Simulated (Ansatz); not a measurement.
# CH5B2Cl: basis-set convergence

The task here is to estimate one member of a computed series from the others.

Method: one geometry, several basis sets; program: Ansatz 0.2.0, Gaussian basis.

Levels to be run: PBE0-D4/def2-SVP; ωB97M-V/def2-SVP; PBE0-D4/def2-QZVPP; ωB97M-V/def2-QZVPP; the functionals' def2-TZVPP values are taken from earlier runs.

### The geometry

All runs share one geometry, relaxed beforehand with PBE0-D4 in a triple-zeta def2 set.

SMILES `BCBCl`, 9 atoms, charge 0, spin multiplicity 1.

Atoms are counted from 1 here; the program's logs count them from 0.

Bond lengths: B1–C2 1.554 Å, B1–H5 1.197 Å, B1–H6 1.196 Å, C2–B3 1.549 Å, C2–H7 1.104 Å, C2–H8 1.089 Å, B3–Cl4 1.749 Å, B3–H9 1.193 Å. Angles: C2–B1–H5 119.8°, C2–B1–H6 121.2°, H5–B1–H6 119.0°, B1–C2–B3 108.2°, B1–C2–H7 104.1°, B1–C2–H8 114.7°, B3–C2–H7 103.3°, B3–C2–H8 114.0°, H7–C2–H8 111.6°, C2–B3–Cl4 121.1°, C2–B3–H9 122.5°, Cl4–B3–H9 116.3°.

The first run:

The input, in.yaml:

```yaml
crystal:
  periodic: [false, false, false]
  atoms:
    - {symbol: B, position_ang: [-0.636656, 1.154846, 0.049426]}
    - {symbol: C, position_ang: [0.107040, -0.080962, 0.628003]}
    - {symbol: B, position_ang: [0.576168, -0.961281, -0.557352]}
    - {symbol: Cl, position_ang: [-0.128037, -2.535984, -0.849158]}
    - {symbol: H, position_ang: [-0.060531, 1.908502, -0.680613]}
    - {symbol: H, position_ang: [-1.785772, 1.362934, 0.306874]}
    - {symbol: H, position_ang: [1.049880, 0.334281, 1.023431]}
    - {symbol: H, position_ang: [-0.442751, -0.625838, 1.393926]}
    - {symbol: H, position_ang: [1.409160, -0.602800, -1.331836]}
basis:
  gaussian: {orbitals: def2-SVP}
hamiltonian: {xc: pbe0, dispersion: d4}
output: {orbitals: {seedname: orbitals}}
```

Command:

```
> ansatz run in.yaml --threads 2 --pin off --events-out ev --progress --plain --max-ram 4352MiB
```

Among the steps run: PBE0-D4 in def2-SVP; ωB97M-V in def2-SVP; PBE0-D4 in def2-QZVPP; ωB97M-V in def2-QZVPP.

One of the session's tables, all rows but one given; the rest of the session is left out.

It belongs to the step «Density functionals: the series». 

| functional | basis | HOMO (eV) | LUMO (eV) |
| --- | --- | --- | --- |
| PBE0-D4 | def2-SVP | -8.41 | -1.84 |
| PBE0-D4 | def2-TZVPP | -8.51 | -1.95 |
| PBE0-D4 | def2-QZVPP | -8.53 | -1.97 |
| ωB97M-V | def2-SVP | ? | ? |
| ωB97M-V | def2-TZVPP | -10.78 | 0.02 |
| ωB97M-V | def2-QZVPP | -10.81 | -0.03 |

**Question.** Estimate the row for ωB97M-V, def2-SVP.

As computed: HOMO (eV): -10.64; LUMO (eV): 0.23. In the column «HOMO (eV)» it lies between ωB97M-V, def2-TZVPP (-10.78) and PBE0-D4, def2-QZVPP (-8.53).
